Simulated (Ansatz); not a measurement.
**MgAu radical: up Jacob's ladder to CCSD(T)**

Aim: compute MgAu radical with functionals from several rungs and with coupled cluster, and see how far each lands from CCSD(T) at the basis-set limit for the atomisation energy.

The runs use Ansatz 0.2.0, Gaussian basis; functionals in def2-TZVPP, the program's frozen cores in correlated methods.

The runs, in order: LDA (SPW92), PBE-D4, revPBE-D4, BLYP-D4, r2SCAN-D4, B97M-V, PBE0-D4, B3LYP-D4, r2SCANh-D4, r2SCAN0-D4, HSE06-D4, BHLYP-D4, CAM-B3LYP-D4, LC-ωPBE, ωB97X-V, ωB97M-V, B2PLYP, PBE-QIDH; CCSD(T)/def2-SVP; CCSD(T)/def2-TZVPP; CCSD(T)/def2-QZVPP; extrapolation to the limit; RPA on PBE.

### 1 The relaxed structure

All runs share one geometry, relaxed beforehand with PBE0-D4 in a triple-zeta def2 set. Au takes the def2 core potential; no spin-orbit term is included.

SMILES `[Mg][Au]`, 2 atoms, charge 0, spin multiplicity 2.

Atoms are counted from 1 here; the program's logs count them from 0.

Bond lengths: Mg1–Au2 2.474 Å.

### 2 LDA

This LDA is Slater exchange with PW92 correlation.

Contents of in.yaml:

```yaml
crystal:
  periodic: [false, false, false]
  atoms:
    - {symbol: Mg, position_ang: [-1.052201, 0.371480, -0.534259]}
    - {symbol: Au, position_ang: [1.052201, -0.371480, 0.534259]}
basis:
  gaussian: {orbitals: def2-TZVPP}
magnetization: {spin_polarized: true, initial_magnetization: 1}
hamiltonian: {xc: lda}
output: {orbitals: {seedname: orbitals}}
```

Run with:

```
$ ansatz run in.yaml --threads 2 --pin off --events-out ev --progress --plain --max-ram 20480MiB --backend cpu
```

The runs that follow: PBE-D4 (GGA); revPBE-D4 (GGA); BLYP-D4 (GGA); r2SCAN-D4 (meta-GGA); B97M-V (meta-GGA); B3LYP-D4 (hybrid); r2SCANh-D4 (hybrid); r2SCAN0-D4 (hybrid); HSE06-D4 (hybrid); BHLYP-D4 (hybrid); CAM-B3LYP-D4 (range-separated); LC-ωPBE (range-separated); ωB97X-V (range-separated); ωB97M-V (range-separated); B2PLYP (double hybrid); PBE-QIDH (double hybrid); CCSD(T) in def2-SVP; CCSD(T) in def2-TZVPP; CCSD(T) in def2-QZVPP; RPA on PBE orbitals.

**Question.** What will the summary of the whole plan be? Wanted: atomisation energy, CCSD(T)/CBS; farthest beyond LDA; mean size of error, GGA; mean size of error, meta-GGA; mean size of error, hybrid; mean size of error, range-separated; mean size of error, double hybrid; gap, smallest and largest; T1 diagnostic.

The runs gave:

| quantity | value |
| --- | --- |
| atomisation energy, CCSD(T)/CBS | 169.0 kJ/mol |
| functionals within 0.8 kJ/mol (0.5 %) | revPBE-D4 |
| farthest beyond LDA | ωB97M-V (-47.6 kJ/mol) |
| mean size of error, GGA | 5.0 kJ/mol |
| mean size of error, meta-GGA | 22.8 kJ/mol |
| mean size of error, hybrid | 16.0 kJ/mol |
| mean size of error, range-separated | 36.2 kJ/mol |
| mean size of error, double hybrid | 15.1 kJ/mol |
| gap, smallest and largest | 0.60 eV (B97M-V), 6.17 eV (LC-ωPBE) |
| T1 diagnostic | 0.0221 |
| triples share of the correlation energy | 3.2 % |

**Reading.** The LDA atomisation energy is off by 45.8 kJ/mol (27 %): it overbinds. PBE-D4 misses by +11.2 kJ/mol. Double hybrids carry the basis error of their MP2 part in triple zeta, and no dispersion term here, so their miss is partly the set-up's. By mean error the best rung here is GGA (5.0 kJ/mol) and the worst beyond LDA is range-separated (36.2 kJ/mol). RPA and LDA stand outside this count. The reference freezes the cores and leaves out spin-orbit coupling and excitations past (T), so misses under about 0.8 kJ/mol can't be ranked. All levels share the lack of spin-orbit coupling, which lowers the free heavy atoms and so the true binding. Hartree-Fock recovers 41 % of the binding; the rest is correlation. CCSD(T) in def2-SVP is off by -30.4 kJ/mol, worse than the median functional, from the basis alone. The gap grows from 0.6 to 6.2 eV across the functionals, mostly with the share of exact exchange. Correlated methods include outer-core shells of Au, Mg, which these sets cover unevenly.
